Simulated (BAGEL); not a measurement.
# HF/STO-3G (density fitting with qzvpp-jkfit) run of BH3Se (SMILES B[SeH])

What is the energy change on altering one bond length of BH3Se at HF/STO-3G (density fitting with qzvpp-jkfit)? 

The results are computed with BAGEL 1.2.2.

3 further runs of the same task are left out: 1 that didn't finish, 2 set aside as unsound or not needed.

## 1. The system as given

BH3Se: 5 atoms, total charge 0, spin state singlet. As SMILES, `B[SeH]`. The shape is that of a PBE0-D4/def2-TZVP optimisation.

Bond lengths: B1–Se2 1.899 Å, B1–H3 1.189 Å, B1–H4 1.191 Å, Se2–H5 1.470 Å. Angles: B1–Se2–H5 97.7°, Se2–B1–H3 121.0°, Se2–B1–H4 115.7°, H3–B1–H4 123.2°.

## 2. A single-point energy at HF/STO-3G (density fitting with qzvpp-jkfit)

calc.json reads:

```json
{ "bagel" : [

{
  "title" : "molecule",
  "basis" : "sto-3g",
  "df_basis" : "qzvpp-jkfit",
  "angstrom" : true,
  "geometry" : [
    { "atom" : "B", "xyz" : [      -0.114800,      -0.638000,       0.043400 ] },
    { "atom" : "Se", "xyz" : [       1.035300,       0.860500,      -0.146800 ] },
    { "atom" : "H", "xyz" : [      -1.293000,      -0.499900,       0.125400 ] },
    { "atom" : "H", "xyz" : [       0.421600,      -1.700900,       0.073400 ] },
    { "atom" : "H", "xyz" : [       0.000800,       1.904800,      -0.136900 ] }
  ]
},

{ "title" : "hf" },

{ "title" : "print", "file" : "orbitals.molden", "orbitals" : true }

]}
```

Launch:

```bash
$ BAGEL_NUM_THREADS=1 BAGEL calc.json > calc.out
```

The log of the run:

```text
* using 1 threads per process

  ===============================================================
  ===============================================================

  *** Geometry ***

  { "atom" : "B", "xyz" : [     -0.216941,     -1.205645,      0.082014 ] },
  { "atom" : "Se", "xyz" : [      1.956433,      1.626109,     -0.277412 ] },
  { "atom" : "H", "xyz" : [     -2.443416,     -0.944674,      0.236972 ] },
  { "atom" : "H", "xyz" : [      0.796709,     -3.214235,      0.138706 ] },
  { "atom" : "H", "xyz" : [      0.001512,      3.599550,     -0.258704 ] },

  Number of auxiliary basis functions:      395

  Since a DF basis is specified, we compute 2- and 3-index integrals:
    o Being stored without compression. Storage requirement is 0.002 GB

  Number of basis functions:       26
  Number of electrons      :       42

    * METHOD: MOLECULE                             0.15

  *** RHF ***

  === Nuclear Repulsion ===
    79.1441193830

      * DIIS with orbital gradients will be used.

  === RHF iteration (sto-3g) ===
      0      -2399.63471053          0.01119375           0.02
      1      -2399.67213608          0.00261345           0.02
      2      -2399.67430884          0.00070132           0.02
      3      -2399.67448860          0.00009151           0.02
      4      -2399.67449326          0.00003496           0.02
      5      -2399.67449411          0.00000326           0.02
      6      -2399.67449411          0.00000031           0.02
      7      -2399.67449411          0.00000004           0.02
      8      -2399.67449411          0.00000001           0.02
    * SCF iteration converged.

    * Permanent dipole moment:
           (    0.442520,    -0.145610,    -0.024557) a.u.

    * METHOD: HF                                   0.26

    * METHOD: PRINT                                0.00

  ===============================================================
```

Wall time 0.63 s (1 thread of Intel Xeon Platinum 8375C at 2.90GHz (Ice Lake), shared host); peak memory 0.08 GiB.

## 3. The distorted shape, same level

job.json reads:

```json
{ "bagel": [

{
  "title": "molecule",
  "basis": "sto-3g",
  "df_basis": "qzvpp-jkfit",
  "angstrom": "true",
  "geometry": [
    { "atom": "B", "xyz": [       0.827786,      -0.748483,      -0.022202 ] },
    { "atom": "Se", "xyz": [       1.977886,       0.750017,      -0.212402 ] },
    { "atom": "H", "xyz": [      -1.293000,      -0.499900,       0.125400 ] },
    { "atom": "H", "xyz": [       1.364186,      -1.811383,       0.007798 ] },
    { "atom": "H", "xyz": [       0.943386,       1.794317,      -0.202502 ] }
  ]
},

{
  "title": "hf"
},

{
  "title": "print",
  "file": "orbitals.molden",
  "orbitals": "true"
}

]}
```

Launch:

```bash
$ BAGEL_NUM_THREADS=1 BAGEL job.json > job.out
```

The log of the run:

```text
* using 1 threads per process

  ===============================================================
  ===============================================================

  *** Geometry ***

  { "atom" : "B", "xyz" : [      1.564289,     -1.414428,     -0.041956 ] },
  { "atom" : "Se", "xyz" : [      3.737663,      1.417327,     -0.401382 ] },
  { "atom" : "H", "xyz" : [     -2.443416,     -0.944674,      0.236972 ] },
  { "atom" : "H", "xyz" : [      2.577938,     -3.423018,      0.014736 ] },
  { "atom" : "H", "xyz" : [      1.782741,      3.390768,     -0.382673 ] },

  Number of auxiliary basis functions:      395

  Since a DF basis is specified, we compute 2- and 3-index integrals:
    o Being stored without compression. Storage requirement is 0.002 GB

  Number of basis functions:       26
  Number of electrons      :       42

    * METHOD: MOLECULE                             0.15

  *** RHF ***

  === Nuclear Repulsion ===
    76.5284584585

      * DIIS with orbital gradients will be used.

  === RHF iteration (sto-3g) ===
      0      -2399.36480362          0.01748938           0.02
      1      -2399.43704162          0.00900405           0.02
      2      -2399.45541537          0.00166047           0.02
      3      -2399.45626512          0.00016722           0.02
      4      -2399.45627501          0.00003169           0.02
      5      -2399.45627557          0.00000942           0.02
      6      -2399.45627562          0.00000186           0.02
      7      -2399.45627563          0.00000031           0.02
      8      -2399.45627563          0.00000005           0.02
      9      -2399.45627563          0.00000001           0.02
     10      -2399.45627563          0.00000000           0.02
    * SCF iteration converged.

    * Permanent dipole moment:
           (    0.079381,    -0.176906,     0.005703) a.u.

    * METHOD: HF                                   0.31

    * METHOD: PRINT                                0.00

  ===============================================================
```

It took 0.66 s on 1 thread of Intel Xeon Platinum 8375C at 2.90GHz (Ice Lake), shared host; peak memory 0.08 GiB.

## 4. Results

At HF/STO-3G (density fitting with qzvpp-jkfit):

```
                                                         quantity           value
                                        first shape: total energy  -2399.67449 Eh
                                       first shape: dipole moment          1.19 D
                                         first shape: HOMO energy        -8.16 eV
                                         first shape: LUMO energy         6.59 eV
                                       first shape: HOMO–LUMO gap        14.75 eV
                                    distorted shape: total energy  -2399.45628 Eh
                                   distorted shape: dipole moment          0.49 D
                                     distorted shape: HOMO energy        -7.23 eV
                                     distorted shape: LUMO energy         5.65 eV
                                   distorted shape: HOMO–LUMO gap        12.88 eV
energy change with the B1–H3 bond stretched from 1.189 to 2.140 Å        5.938 eV
```

In words: With the B1–H3 bond stretched from 1.189 to 2.140 Å the energy rises by 5.94 eV (137 kcal/mol). The first shape isn't relaxed at this level, so the change isn't measured from a minimum. The minimal basis adds a large error of its own.
